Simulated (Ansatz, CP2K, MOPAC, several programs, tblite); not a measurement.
Energy against volume for stannite Li₂ZnGeSe₄, at fixed shape and fractional coordinates, computed by several methods (PBE and r2SCAN, where shown, with plane waves in Ansatz); the cell shown is that of r2SCAN. With free coordinates or axes held, a curve is too stiff, and on another method's shape its minimum isn't the method's own volume. It is tetragonal, I-42m (No. 121); a = 5.561 Å, c = 11.901 Å in the conventional setting, 23.00 Å³ an atom. Around Li lie 4 Se at 2.51 Å; around Zn lie 4 Se at 2.48 Å; around Ge lie 4 Se at 2.37 Å; around Se lie 1 Ge at 2.37 Å and 1 Zn at 2.48 Å and 2 Li at 2.51 Å. Note: simulated data, non-magnetic, for a generated structure that need not be the stable one. Energies count from each curve's lowest point; fits are third-order Birch-Murnaghan.

```cif
data_structure
_symmetry_space_group_name_H-M 'P 1'
_symmetry_Int_Tables_number 1
_cell_length_a 7.1325
_cell_length_b 7.1325
_cell_length_c 7.1325
_cell_angle_alpha 134.110
_cell_angle_beta 134.110
_cell_angle_gamma 66.916
_cell_volume 184.03
loop_
_atom_site_label
_atom_site_type_symbol
_atom_site_fract_x
_atom_site_fract_y
_atom_site_fract_z
_atom_site_occupancy
Li1 Li 0.75000 0.25000 0.50000 1
Li2 Li 0.25000 0.75000 0.50000 1
Zn1 Zn 0.00000 0.00000 0.00000 1
Ge1 Ge 0.50000 0.50000 0.00000 1
Se1 Se 0.86117 0.86117 0.48326 1
Se2 Se 0.13883 0.62209 0.00000 1
Se3 Se 0.62209 0.13883 0.00000 1
Se4 Se 0.37791 0.37791 0.51674 1
```

PM7 (MOPAC), on the shape of the cell shown, as a cluster of 64 atoms at the zone centre:

| V (Å³/atom) | E (meV/atom) |
| --- | --- |
| 20.243 | 307.28 |
| 21.624 | 164.90 |
| 23.004 | 73.76 |
| 24.384 | 21.28 |
| 25.764 | 0.00 |

The lowest point is an end point, so the minimum isn't bracketed.

r2SCAN, on the shape of its own relaxed cell:
```tsv
V (Å³/atom)	E (meV/atom)
21.624	14.99
22.314	3.55
23.004	0.00
23.694	3.15
24.384	12.00
```
V₀ = 23.01 Å³ an atom and B₀ = 52 GPa.

PBE, on the shape of its own relaxed cell:
```
V (Å³/atom)  E (meV/atom)
     22.266         13.50
     22.977          3.17
     23.687          0.00
     24.398          2.91
     25.109         10.98
```
V₀ = 23.68 Å³ an atom and B₀ = 46 GPa.

PBE/SZV (CP2K), on the shape of the cell shown:
```tsv
V (Å³/atom)	E (meV/atom)
20.243	214.00
21.624	101.83
23.004	36.13
24.384	5.39
25.764	0.00
```
The lowest point is an end point, so the minimum isn't bracketed.

GFN2-xTB (tblite), on the shape of the cell shown, as a cluster of 64 atoms at the zone centre:
```csv
V (Å³/atom),E (meV/atom)
20.243,123.11
21.624,52.26
23.004,14.15
24.384,0.00
25.764,3.19
```
V₀ = 24.77 Å³ an atom and B₀ = 33 GPa.
